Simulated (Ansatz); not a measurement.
**C2H5GeSi: vertical spin-state energies, by script**

Which spin state of C2H5GeSi lies lowest at this geometry? Aim: vertical spin-state energies, for C2H5GeSi, run from a script. SMILES: [SiH2]C#[C][GeH3].

All numbers are computed with the Python package of Ansatz 0.2.0. Level of theory: CAM-B3LYP/cc-pVDZ.

### 1 The system

Bond lengths: Si1–C2 1.773 Å, C2–C3 1.195 Å, C3–Ge4 1.895 Å, Si1–H5 1.519 Å, Si1–H6 1.524 Å, Ge4–H7 1.510 Å, Ge4–H8 1.571 Å, Ge4–H9 1.612 Å. Angles: Si1–C2–C3 179.2°, C2–Si1–H5 109.8°, C2–Si1–H6 110.1°, H5–Si1–H6 105.7°, C2–C3–Ge4 175.3°, C3–Ge4–H7 113.4°, C3–Ge4–H8 106.2°, C3–Ge4–H9 108.7°, H7–Ge4–H8 109.8°, H7–Ge4–H9 111.2°, H8–Ge4–H9 107.3°.

No structure file is read: the coordinates are typed or built in the script.

### 2 The code

Input file c2h5gesi_spin.py:

```python
import ansatz as az
from ase import Atoms


def main() -> None:
    atoms = Atoms(["Si", "C", "C", "Ge", "H", "H", "H", "H", "H"], positions=[
        (0.157, 2.3172, -1.4594),
        (0.1284, 0.8067, -0.5317),
        (0.1146, -0.2195, 0.0795),
        (0.2453, -1.8296, 1.0707),
        (-0.7993, 2.2174, -2.6357),
        (-0.3597, 3.468, -0.6036),
        (1.6153, -2.4617, 1.0089),
        (-0.8204, -2.809, 0.4597),
        (-0.1927, -1.5358, 2.5945),
    ])
    system = az.Crystal.molecule_from_ase(atoms)

    model = (
        system.calculation()
        .basis(gaussian="cc-pVDZ")
        .functional("CAM-B3LYP")
    )
    found = {}
    for unpaired in [1, 3]:
        report = model.spin("collinear", total=unpaired).run().report
        s = unpaired / 2
        found[unpaired] = report["free_energy_ev"]
        print(f"2S+1 = {unpaired + 1}: E = {found[unpaired]:.5f} eV, <S^2> = {abs(report['mean_field']['state']['spin_squared']):.3f} (pure state {s * (s + 1):.2f})")
    lowest = min(found, key=found.get)
    for unpaired, e in found.items():
        print(f"multiplicity {unpaired + 1}: {(e - found[lowest]):.3f} eV above the lowest")


if __name__ == "__main__":
    main()
```

### 3 The run

Run with:

```bash
> python c2h5gesi_spin.py
```

**Question.** Which spin state is lowest at this geometry, and how far above lie the others?

As calculated:

```
        quantity             value
   runs compared                 2
          lowest  run 1 (2S+1 = 2)
next above it by          5.079 eV
```

In words: In order: multiplicity 2 (+0.00 eV) and multiplicity 4 (+5.08 eV), all at the one geometry. The geometry is a force-field or estimated start, not a minimum of this method, and the basis set is short of its limit. All parts are taken at fixed geometry, without zero-point energy. The species is open-shell (spin multiplicity 2).
